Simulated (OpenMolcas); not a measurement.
# Ru²⁺ among point charges: CASSCF and CASPT2 levels and susceptibility

How does a field of 4 point charges split the states of Ru²⁺, and what χT follows?

Program: OpenMolcas 26.06. Level of theory: state-averaged CASSCF and CASPT2, spin-orbit coupling by RASSI with atomic mean-field integrals. These are calculated values, not measurements, unless marked.

### Step 1. Starting point

| Property | Result |
| --- | --- |
| Species | Ru²⁺ (ruthenium, Z = 44, 42 electrons) |
| Basis | ANO-RCC-VDZP [6s5p3d1f], 43 functions |
| Scalar Hamiltonian | DKH2, point nucleus |
| Inactive shells | 1s 2s 2p 3s 3p 3d 4s 4p |
| Active space | 6 electrons in 5 orbitals (4d) |
| Some configurations of this space | 4d6 |
| Orbitals | optimised for each spin and parity, averaged over all roots |

The outer shells:

4d6
```
4d [↑↓][↑ ][↑ ][↑ ][↑ ]
```

The ion sits among 4 point charges of -1 e arranged as a tetrahedron (Td), 2.1 Å from the ion.

Each step is its own input file, run in one work folder so that later steps find the files of earlier ones. Labels, J, g values, rates, χT and fits are worked out afterwards by a script from the matrices that RASSI stores.

### Step 2. One- and two-electron integrals

a.inp reads:

```
&GATEWAY
Coord
1

Ru 0.0 0.0 0.0
Basis=ANO-RCC-VDZP
Group=NoSym
NoMove
AngMom=0.0 0.0 0.0
AMFI
XField
4 Angstrom 0
1.212436 1.212436 1.212436 -1.000000
1.212436 -1.212436 -1.212436 -1.000000
-1.212436 1.212436 -1.212436 -1.000000
-1.212436 -1.212436 1.212436 -1.000000
&SEWARD
```

Command:

```sh
OMP_NUM_THREADS=1 MOLCAS_MEM=1689 MOLCAS_PROJECT=a pymolcas a.inp > a.log
```

### Step 3. CASSCF: quintets, 5 roots

a.inp reads:

```
&RASSCF
FileOrb=start.orb
Symmetry=1
Spin=5
nActEl=6 0 0
Inactive=18
Ras2=5
CIRoot=5 5 1
SDav=5
CIMx=300
Iter=120 100
PrWF=0.3
OrbListing=Nothing
MaxOrb=0
>>> COPY $Project.JobIph JOB001
```

start.orb holds the contracted functions of the basis, ordered by shell, or the orbitals of the step before.

### Step 4. CASSCF: triplets, 45 roots

a.inp reads:

```
&RASSCF
FileOrb=start.orb
Symmetry=1
Spin=3
nActEl=6 0 0
Inactive=18
Ras2=5
CIRoot=45 45 1
SDav=45
CIMx=300
Iter=120 100
PrWF=0.3
OrbListing=Nothing
MaxOrb=0
>>> COPY $Project.JobIph JOB002
```

### Step 5. Reference wave functions, singlets, 50 roots

a.inp reads:

```
&RASSCF
FileOrb=start.orb
Symmetry=1
Spin=1
nActEl=6 0 0
Inactive=18
Ras2=5
CIRoot=50 50 1
SDav=50
CIMx=300
Iter=120 100
PrWF=0.3
OrbListing=Nothing
MaxOrb=0
>>> COPY $Project.JobIph JOB003
```

### Step 6. State interaction with spin-orbit coupling

a.inp reads:

```
&RASSI
NrOfJobIphs=3 5 45 50
1 2 3 4 5
1 2 3 4 5 6 7 8 9 10 11 12 13 14 15 16 17 18 19 20 21 22 23 24 25 26 27
28 29 30 31 32 33 34 35 36 37 38 39 40 41 42 43 44 45
1 2 3 4 5 6 7 8 9 10 11 12 13 14 15 16 17 18 19 20 21 22 23 24 25 26 27
28 29 30 31 32 33 34 35 36 37 38 39 40 41 42 43 44 45 46 47 48 49 50
IphNames
JOB001
JOB002
JOB003
EJob
SpinOrbit
DIPRint=1.0
SOCoupling=1000.0
Subsets=2
Property=9
'ANGMOM' 1 'ANGMOM' 2 'ANGMOM' 3 'MLTPL  1' 1 'MLTPL  1' 2 'MLTPL  1' 3
'AMFI' 1 'AMFI' 2 'AMFI' 3
SOProperty=3
'ANGMOM' 1 'ANGMOM' 2 'ANGMOM' 3
```

### Step 7. CASPT2: IPEA 0.25, imaginary shift 0.1 (closed shells correlated: 4s 4p)

a.inp reads:

```
>>> COPY JOB001 $Project.JobIph
&CASPT2
Multistate=5 1 2 3 4 5
NoMult
Frozen=14
IPEA=0.25
Imaginary=0.1
MaxIter=60
WThr=0.0 0.3 0.05
PrWF=0.5
NoMix
>>> COPY JOB002 $Project.JobIph
&CASPT2
Multistate=45 1 2 3 4 5 6 7 8 9 10 11 12 13 14 15 16 17 18 19 20 21 22
23 24 25 26 27 28 29 30 31 32 33 34 35 36 37 38 39 40 41 42 43 44 45
NoMult
Frozen=14
IPEA=0.25
Imaginary=0.1
MaxIter=60
WThr=0.0 0.3 0.05
PrWF=0.5
NoMix
>>> COPY JOB003 $Project.JobIph
&CASPT2
Multistate=50 1 2 3 4 5 6 7 8 9 10 11 12 13 14 15 16 17 18 19 20 21 22
23 24 25 26 27 28 29 30 31 32 33 34 35 36 37 38 39 40 41 42 43 44 45 46
47 48 49 50
NoMult
Frozen=14
IPEA=0.25
Imaginary=0.1
MaxIter=60
WThr=0.0 0.3 0.05
PrWF=0.5
NoMix
```

(Steps that only read results are left out.)

What does the calculation give? Wanted: spin-free ground state; first state of the same spin within the active space; lowest level; next level.

The runs gave:

```
                                            quantity                                                                        value
                                              method  SS-CASPT2, IPEA 0.25, imaginary shift 0.1 (closed shells correlated: 4s 4p)
                              spin-free ground state                                               5E, 2-fold in its orbital part
first state of the same spin within the active space                                                             5T2 at 2090 cm⁻¹
                                        lowest level                                                                    1-fold A1
                                          next level                                                                    85.2 cm⁻¹
                                         χT at 300 K                                                               4.60 cm³ K/mol
                           effective moment at 300 K                                                                      6.07 μB
```

Cost by method:

```
                                              method  time of its own steps  time with the reference
                                           A. CASSCF                   25 s                     25 s
B. SS-CASPT2, IPEA 0.25, imaginary shift 0.1, +4s 4p                  9.9 s                     35 s
```

Times are of one thread on a shared host.

**Reading.** The spin-free ground state (5E) comes to 100 % from free-ion D terms and keeps the highest spin of the shell. χT at 300 K is 4.60, against 3.01 cm³ K/mol for the spin alone, so orbital moment adds to it. An active space of the d shell alone favours high spin; real ions in strong fields can be low spin. CASPT2 does not keep the components of a term degenerate, and the means are used. An orbital doublet at a regular site is open to a Jahn-Teller distortion, which this geometry leaves out. The field of point charges can differ much from that of real complexes. This is an electrostatic model: the charges have no orbitals.
